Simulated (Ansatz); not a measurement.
# Re (diamond type): the cost of one run

Program: Ansatz 0.2.0. Level of theory: DFT r²SCAN, with the methods named in each step. These are calculated values, not measurements.

4 further runs of the same task are left out: 4 that didn't finish.

## 1. The starting structure

Symmetry: Fd-3m, No. 227, cubic system. Conventional cell: a = 5.308 Å, b = 5.308 Å, c = 5.308 Å, α = 90.00°, β = 90.00°, γ = 90.00°. Re (site symmetry -43m) has 4 Re at 2.30 Å as nearest neighbours.

As a file:

```
Re
1.0
     0.00000    2.65399    2.65399
     2.65399    0.00000    2.65399
     2.65399    2.65399    0.00000
Re
2
Direct
  0.87500 0.87500 0.87500
  0.12500 0.12500 0.12500
```

Atoms are numbered in the order of the input: Re1, Re2.

## 2. Shortest bond scaled by 1, PAW

File input.yaml:

```yaml
crystal:
  lattice:
    - [0.0, 2.6539871154, 2.6539871154]
    - [2.6539871154, 0.0, 2.6539871154]
    - [2.6539871154, 2.6539871154, 0.0]
  atoms:
    - { symbol: Re, position: [-0.125, -0.125, -0.125] }
    - { symbol: Re, position: [0.125, 0.125, 0.125] }
kpoints:
  mp_grid: { grid: [10, 10, 10] }
scf:
  occupations: { method: fermi_dirac, width: 0.05 }
hamiltonian:
  xc: r2scan
  pseudopotentials: { kind: paw }
output:
  forces: true
  stress: true
  eigenvalues: true
  efg: { contact_densities: true }
  populations: true
```

Run with:

```console
> ansatz run input.yaml --threads 1 --pin off --max-ram 2048MiB --backend cpu --events-out ev --progress --plain --runs-dir out
```

Q: Estimate wall time and peak memory on 1 thread of Arm Neoverse N1, shared host.

About 11 s, with a peak of 0.45 GiB.
